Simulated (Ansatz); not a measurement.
What does this script print? It uses the Python package of Ansatz (0.2.0).

The script, `scan.py`:
```python
'''Stretching a bond of ClGeH6NSi, the rest held rigid.'''

import ansatz as az
import numpy as np

GEOMETRY = '''
N    -1.48380    1.02050   -0.24360
Ge    0.23560    0.58270   -0.58160
Si    0.71060   -1.33050    0.59570
Cl   -0.46830   -2.86320    0.01280
H    -1.60290    1.26190    0.74870
H    -1.69500    1.98390   -0.75610
H     1.20450    1.73650   -0.12700
H     0.47080    0.33490   -2.10170
H     0.57350   -1.05680    2.08880
H     2.13810   -1.72100    0.36690
'''


def main() -> None:
    clgeh6nsi = az.Crystal.molecule()
    for line in GEOMETRY.strip().splitlines():
        symbol, *xyz = line.split()
        clgeh6nsi = clgeh6nsi.atom(symbol, [float(v) for v in xyz])

    symbols = [site.symbol for site in clgeh6nsi.cartesian_sites]
    start = np.array([site.position_ang for site in clgeh6nsi.cartesian_sites])
    axis = (start[3] - start[2]) / np.linalg.norm(start[3] - start[2])
    moving = [3]
    lengths, energies = [1.777, 1.858, 1.939, 2.02, 2.1, 2.181, 2.262, 2.383], []
    for length in lengths:
        xyz = start.copy()
        xyz[moving] += (length - np.linalg.norm(start[3] - start[2])) * axis
        point = az.Crystal.molecule()
        for symbol, place in zip(symbols, xyz):
            point = point.atom(symbol, place.tolist())
        model = (
            point.calculation()
            .basis(gaussian='def2-SVP')
            .functional('hf')
        )
        report = model.run(threads=1).report
        energies.append(report['free_energy_ev'])
        print(f'r = {length:6.3f} A  E = {energies[-1]:.5f} eV  <S^2> = {abs(report["mean_field"]["state"]["spin_squared"]):.3f}')

    # quartic fit about the minimum
    fit = np.polynomial.Polynomial.fit(lengths, np.array(energies) - min(energies), 4).convert()
    roots = [r.real for r in fit.deriv().roots() if abs(r.imag) < 1e-9 and fit.deriv(2)(r.real) > 0]
    r_e = min(roots, key=lambda r: abs(r - lengths[int(np.argmin(energies))]))
    print(f'minimum of the fit at {r_e:.4f} A, force constant {fit.deriv(2)(r_e):.2f} eV/A^2')


if __name__ == '__main__':
    main()
```

`python scan.py` gives:
```text
r =  1.777 A  E = -78401.07535 eV  <S^2> = 0.000
r =  1.858 A  E = -78401.81443 eV  <S^2> = 0.000
r =  1.939 A  E = -78402.23676 eV  <S^2> = 0.000
r =  2.020 A  E = -78402.43059 eV  <S^2> = 0.000
r =  2.100 A  E = -78402.46131 eV  <S^2> = 0.000
r =  2.181 A  E = -78402.37729 eV  <S^2> = 0.000
r =  2.262 A  E = -78402.21293 eV  <S^2> = 0.000
r =  2.383 A  E = -78401.87311 eV  <S^2> = 0.000
minimum of the fit at 2.0767 A, force constant 19.30 eV/A^2
```

Reading the output:
- Total energies depend on the basis set; only differences at equal settings carry meaning.
- The rest of the molecule is held rigid at a force-field or estimated start geometry, and the basis set is modest; single-reference methods fail as a bond breaks.
- Hartree-Fock leaves correlation out, so bond, atomisation and ionisation energies come out well too low.
- The orbitals are restricted, so S² is zero by construction.
- Run time: 13 s on 1 thread of AMD EPYC 9B14 (Zen 4), with other jobs on the host, peak memory 0.31 GiB.
